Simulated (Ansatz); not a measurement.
# Li+ with H₂O: structure and interaction energy

How do Li+ and H₂O sit together, how strongly do they interact, and which methods get it right?

Computed with Ansatz 0.2.0, Gaussian basis. Level: PBE0-D4 structure, single points in def2-TZVPPD.

Levels: PBE-D4, revPBE-D4, BLYP-D4, r2SCAN-D4, B97M-V, PBE0-D4, B3LYP-D4, HSE06-D4, wB97X-V, wB97M-V, B2PLYP, Hartree-Fock, MP2, CCSD, CCSD(T). The reference is CCSD(T) extrapolated to the basis limit.

Cores are frozen in the correlated methods. The outer core shell of Li, Na, Mg and K is correlated. B3LYP uses VWN-RPA correlation. B2PLYP carries no dispersion term here.

163 further runs of the same task are left out: 163 set aside as unsound or not needed.

**1. The system as given**

The pair, from a GFN2-xTB docking trial: 4 atoms, charge 1, spin multiplicity 1.

Atoms are counted from 1 here; the program's logs count them from 0.

Bond lengths: Li1–O2 1.746 Å, O2–H3 0.971 Å, O2–H4 0.970 Å. Angles: Li1–O2–H3 127.4°, Li1–O2–H4 129.5°, H3–O2–H4 103.1°.

As a file:

```xyz
4
charge 1, multiplicity 1
Li    0.0012   -0.0748   -1.6095
O     0.0045   -0.0009    0.1348
H     0.1610    0.7786    0.6923
H    -0.1667   -0.7029    0.7823
```

Atoms 1 to 1 are fragment A (Li+), the rest fragment B (H₂O).

**2. A first relaxation in a small basis**

Contents of pre/in.yaml:

```yaml
crystal:
  periodic: [false, false, false]
  atoms:
    - {symbol: Li, position_ang: [0.001200, -0.074800, -1.609500]}
    - {symbol: O, position_ang: [0.004500, -0.000900, 0.134800]}
    - {symbol: H, position_ang: [0.161000, 0.778600, 0.692300]}
    - {symbol: H, position_ang: [-0.166700, -0.702900, 0.782300]}
basis:
  gaussian: {orbitals: def2-SVP}
total_charge: 1
hamiltonian: {xc: pbe, dispersion: d4}
relax: {f_tol: 0.03, max_steps: 250}
```

Launch:

```bash
> ansatz run in.yaml --threads 2 --pin off --events-out ev --progress --plain --max-ram 5222MiB
```

The runs that follow: Relaxation at PBE0-D4; wB97X-V/def2-TZVPPD; wB97M-V/def2-TZVPPD; B2PLYP/def2-TZVPPD; B97M-V/def2-TZVPPD; CCSD(T)/def2-TZVPPD; CCSD(T)/def2-QZVPPD; Hartree-Fock/STO-3G; SPW92/def2-SVP; wB97M-V/def2-SVP; CCSD(T)/def2-SVP; Vibrations of the pair.

**Question.** What will these runs give? Wanted: interaction energy, CCSD(T)/CBS; of it Hartree-Fock; D4 term of PBE0-D4; shortest contact; lowest wavenumber.

**Answer**, as computed:

```
                        quantity          value
 interaction energy, CCSD(T)/CBS      -1481 meV
of it Hartree-Fock (basis limit)      -1557 meV
              D4 term of PBE0-D4         -7 meV
                shortest contact  Li1–O2 1.83 Å
               lowest wavenumber       422 cm⁻¹
```

**Reading.** The pair is bound by 1481 meV at fixed fragment shapes. Hartree-Fock gives 105 % of it, so electrostatics, induction and charge transfer lead. PBE-D4 is the best functional here (-5 meV from CCSD(T)/CBS); B3LYP-D4 is the worst (-55 meV). Mean unsigned error by rung: GGA 19, meta-GGA 28, hybrid 48, screened hybrid 41, range-separated hybrid 15, double hybrid 26 meV. PBE-D4 gives an interaction energy 5 meV too low, an error of 0 % of the reference. CCSD(T) moves by -45 meV from triple zeta to the limit; gaps between functionals far smaller than that don't rank them. A lower arrangement may exist.
